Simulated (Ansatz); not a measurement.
Ir4W:

```xyz
5
Lattice="1.3778 0.7955 11.3106 -1.3778 0.7955 11.3106 0.0000 -1.5910 11.3106" Properties=species:S:1:pos:R:3 pbc="T T T"
Ir    0.0000    0.0000   13.5614
Ir    0.0000    0.0000   27.1728
Ir    0.0000    0.0000    6.7589
Ir    0.0000    0.0000   20.3703
W     0.0000    0.0000    0.0000
```

The cell comes from a database or a generator and needn't be the stable form of this composition.

Program: Ansatz 0.2.0. Alike in all runs: potentials or basis Ansatz PAW; no spin polarisation; cell as given; k mesh 11 × 11 × 11; smearing fermi-dirac 0.05 eV.

**Question.** Order these runs on this cell by their pressure, lowest first.
A. level revPBE; cutoff (eV) 420; points for each segment of the path 14
B. level PBEsol; cutoff (eV) 420
C. level PBE; cutoff (eV) 420; points for each segment of the path 14
D. level r2SCAN; cutoff (eV) 500; points for each segment of the path 14
E. level LDA; cutoff (eV) 420; points for each segment of the path 14

**Answer.** E (-17.4 GPa), B (-11.9 GPa), D (-8.2 GPa), C (-1.4 GPa), A (1.5 GPa).

Caveats: the PAW data sets come from PBE, with cores solved anew for the run's functional, which leaves a small shift of forces and pressure (some runs); the potentials were made for another functional, which shifts forces and pressure (some runs).

Not every run made on this cell is shown here.
